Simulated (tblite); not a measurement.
# C5H11BO3S: the cost of one run

Programs: PySCF 2.14.0 with density-fitted response routines of our own, and tblite 0.8.0. All values are computed, except where a source is named. Atoms count from 0 throughout.

### 1 The starting structure

21 atoms, charge 0, multiplicity 1; geometry from: UFF geometry.

Bonds of the start (Å): B5–O6 1.46, B5–O7 1.48, C2–C3 1.52, C2–H10 1.12, C2–H11 1.11, C3–C4 1.55, C3–H12 1.13, C3–H13 1.11, C4–B5 1.61, C4–C8 1.54, C4–H14 1.12, C8–C9 1.54, C8–H17 1.11, C8–H18 1.12, C9–H19 1.11, C9–H20 1.10, O0–S1 1.53, O6–H15 1.00, O7–H16 0.99, S1–C2 1.80, S1–C9 1.81.

### 2 GFN2-xTB relaxation, conformer 1

Job settings and geometry (Å):

```
{"job": {"xc": "GFN2-xTB", "basis": "xTB", "kind": "relax"}, "charge": 0, "multiplicity": 1}
O     -2.118900     0.405800     2.098600
S     -2.480600     0.306000     0.610400
C     -1.441400     1.553700    -0.171500
C      0.038000     1.303800     0.056300
C      0.483000    -0.085800    -0.458300
B      2.078600    -0.246600    -0.375800
O      2.727600    -1.423400    -0.949800
O      2.913900     0.785300     0.268400
C     -0.196700    -1.236300     0.305000
C     -1.722100    -1.251100     0.096100
H     -1.665400     1.555500    -1.267000
H     -1.726000     2.550900     0.234300
H      0.254900     1.382800     1.162000
H      0.610700     2.096700    -0.460900
H      0.216400    -0.148700    -1.541600
H      2.763600    -2.077300    -0.189200
H      3.150400     1.403600    -0.466600
H      0.192800    -2.216700    -0.048700
H      0.020300    -1.151200     1.397200
H     -1.940800    -1.412200    -0.976900
H     -2.167300    -2.077800     0.677600
```

On the command line:

```sh
$ OMP_NUM_THREADS=1 python ens_run.py task.json out
```

One launch serves the whole session.

**Question.** How long does this first job take on 1 thread of Arm Neoverse N1, shared host?

About 2.7 s.
